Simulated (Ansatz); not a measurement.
**LaS (Fm-3m): all-electron equation of state from a Python script**

Where is the equilibrium volume of LaS (Fm-3m) with all electrons, and how stiff is it? The task is an all-electron equation of state, for LaS (Fm-3m).

Program: Ansatz 0.2.0 through its Python package. Level of theory: DFT LDA, all-electron LAPW. These are calculated values, not measurements.

### 1 The structure

Symmetry: Fm-3m, No. 225, cubic system. Conventional cell: a = 5.854 Å, b = 5.854 Å, c = 5.854 Å, α = 90.00°, β = 90.00°, γ = 90.00°. La (site symmetry m-3m) has 6 S at 2.93 Å in its first shell of neighbours. S (site symmetry m-3m) is surrounded by 6 La at 2.93 Å.

No structure file is read: the coordinates are typed or built in the script.

### 2 The code

The input, eos_lapw_las.py:

```python
import warnings

import ansatz as az
from ase.eos import EquationOfState
from ase.units import GPa
import numpy as np

vectors0 = np.array([
    [0.0, 2.927, 2.927],
    [2.927, 0.0, 2.927],
    [2.927, 2.927, 0.0],
])
sites = [
    ("La", [0.0, 0.0, 0.0]),
    ("S", [0.5, 0.5, 0.5]),
]


def make_crystal(cell):
    crystal = az.Crystal(lattice=az.Lattice.of(cell))
    for symbol, position in sites:
        crystal = crystal.atom(symbol, position)
    return crystal

warnings.simplefilter("ignore", az.DeckWarning)

volumes, energies = [], []
for scale in np.linspace(0.94, 1.06, 5):
    cell = vectors0 * scale ** (1 / 3)
    model = (
        make_crystal(cell).calculation()
        .functional("lda")
        .occupations("fermi_dirac", width=0.01)
        .mixing("msr1")
        .kpoints(9, 9, 9)
        .pseudopotentials("all_electron", lapw=True, basis_error=0.002)
    )
    summary = model.run().report
    volumes.append(abs(np.linalg.det(cell)) / len(sites))
    energies.append(summary["free_energy_ev"] / len(sites))
    print(f"{scale:.3f} {volumes[-1]:9.4f} A^3/atom {energies[-1]:16.5f} eV/atom  (estimated basis error {1000 * summary['lapw_basis_errors']['total_ev_per_atom']:.2f} meV/atom)")
v0, e0, bulk = EquationOfState(volumes, energies, eos="birchmurnaghan").fit()
print(f"V0 = {v0:.4f} A^3/atom, B0 = {bulk / GPa:.1f} GPa")
```

### 3 The input behind the calls

The engine receives this input (first run):

```yaml
crystal:
  lattice:
    - [0.0, 2.8672485402104484, 2.8672485402104484]
    - [2.8672485402104484, 0.0, 2.8672485402104484]
    - [2.8672485402104484, 2.8672485402104484, 0.0]
  atoms:
    - { symbol: La, position: [0.0, 0.0, 0.0] }
    - { symbol: S, position: [0.5, 0.5, 0.5] }
kpoints:
  mp_grid:
    grid: [9, 9, 9]
hamiltonian:
  xc: lda
  pseudopotentials:
    kind: all_electron
    lapw:
      basis_error: 0.002
scf:
  mixing:
    algorithm: msr1
  occupations:
    method: fermi_dirac
    width: 0.01
```

### 4 Launch

Launch:

```
python eos_lapw_las.py
```

**Question.** Estimate the equilibrium volume and the bulk modulus.

As calculated:

| quantity | value |
| --- | --- |
| runs compared | 5 |
| range of energy | 67.63 meV/atom |
| lowest point, volume (Å³/atom) | 24.324 |
| equilibrium volume (fit) | 23.99 Å³/atom |
| bulk modulus (fit) | 95 GPa |

A third-order Birch-Murnaghan fit through the 5 points has its minimum at 23.99 Å³ an atom, 4.3 % below the typed cell, with a bulk modulus of 95 GPa and dB/dP = 4.5. From that minimum the energy rises by 2.2 meV an atom on the compressed side and 69.0 meV on the expanded side. The window is off centre, so dB/dP is rough. What to keep in mind:
- For a metal this k-point mesh is coarse: on a finer one energies can move by several to tens of meV an atom and pressures by half a GPa or more, differences at one mesh by less.
